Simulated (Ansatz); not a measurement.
**GaIr: stress in a strained cell**

Aim: deform GaIr (equal xx and yy strain of +2 %) and compute stress, forces and field gradients with LAPW, PAW and all-electron datasets made for the crystal.

Program: Ansatz 0.2.0. Level of theory: DFT PBEsol, scalar-relativistic. These are calculated values, not measurements.

**1. The structure to begin with**

It takes space group Pm-3m (No. 221, cubic). Conventional cell: a = 3.004 Å, b = 3.004 Å, c = 3.004 Å, α = 90.00°, β = 90.00°, γ = 90.00°. Ga (site symmetry m-3m) has 8 Ir at 2.60 Å as nearest neighbours. Ir (site symmetry m-3m) is surrounded by 8 Ga at 2.60 Å.

As a file:

```
Ga Ir
1.0
     3.00400    0.00000    0.00000
     0.00000    3.00400    0.00000
     0.00000    0.00000    3.00400
Ga Ir
1 1
Direct
  0.00000 0.00000 0.00000
  0.50000 0.50000 0.50000
```

Atoms are numbered in the order of the input: Ga1, Ir2.

**2. The deformed structure**

Space group Pm-3m before, P4/mmm after.

**3. LAPW, all electrons**

input.yaml reads:

```yaml
crystal:
  lattice:
    - [3.06408, 0.0, 0.0]
    - [0.0, 3.06408, 0.0]
    - [0.0, 0.0, 3.004]
  atoms:
    - { symbol: Ga, position: [0.0, 0.0, 0.0] }
    - { symbol: Ir, position: [0.5, 0.5, 0.5] }
kpoints:
  mp_grid: { grid: [12, 12, 12] }
  band_path:
    path:
      - [0.0, 0.0, 0.0]
      - [0.0, 0.5, 0.0]
      - [0.5, 0.5, 0.0]
      - [0.0, 0.0, 0.0]
      - [0.0, 0.0, 0.5]
      - [0.0, 0.5, 0.5]
      - [0.5, 0.5, 0.5]
      - [0.0, 0.0, 0.5]
      - [0.0, 0.5, 0.0]
    npoints: 5
scf:
  occupations: { method: fermi_dirac, width: 0.05 }
hamiltonian:
  xc: pbesol
  pseudopotentials: { kind: all_electron, lapw: { basis_error: 0.00025 } }
output:
  forces: true
  stress: true
  eigenvalues: true
```

The run is started by

```sh
> ansatz run input.yaml --threads 1 --pin off --max-ram 3072MiB --backend cpu --events-out ev --progress --plain --runs-dir out
```

**4. PAW on the default files**

input.yaml reads:

```yaml
crystal:
  lattice:
    - [3.06408, 0.0, 0.0]
    - [0.0, 3.06408, 0.0]
    - [0.0, 0.0, 3.004]
  atoms:
    - { symbol: Ga, position: [0.0, 0.0, 0.0] }
    - { symbol: Ir, position: [0.5, 0.5, 0.5] }
kpoints:
  mp_grid: { grid: [12, 12, 12] }
scf:
  occupations: { method: fermi_dirac, width: 0.05 }
hamiltonian:
  xc: pbesol
  pseudopotentials: { kind: paw }
output:
  forces: true
  stress: true
  eigenvalues: true
  efg: { contact_densities: true }
```

**5. All-electron PAW on datasets made for the crystal**

Changes to input.yaml since step 4:

```diff
@@ -14,3 +14,3 @@
   xc: pbesol
-  pseudopotentials: { kind: paw }
+  pseudopotentials: { kind: all_electron, datasets: crystal }
 output:
```

(Steps that only read results are left out.)

Q: Predict the outcome of this session. Wanted: pressure; largest shear or deviatoric stress.

As calculated:

| quantity | value |
| --- | --- |
| pressure | LAPW -5.37, PAW -5.42, crystal datasets -5.37 GPa |
| largest shear or deviatoric stress (LAPW) | 1.80 GPa |

The largest part of the stress beyond the pressure is 1.80 GPa in size, in the zz component; the atoms are carried along and not relaxed. No run of the undeformed cell stands beside it, so the pressure holds what the given cell had before the change. PAW: stress within 0.05 GPa of LAPW. Crystal datasets: stress within 0.01 GPa of LAPW. Spin-orbit coupling is left out, though the cell holds Ir; in elements this heavy it can shift bands and gaps by tenths of an eV.
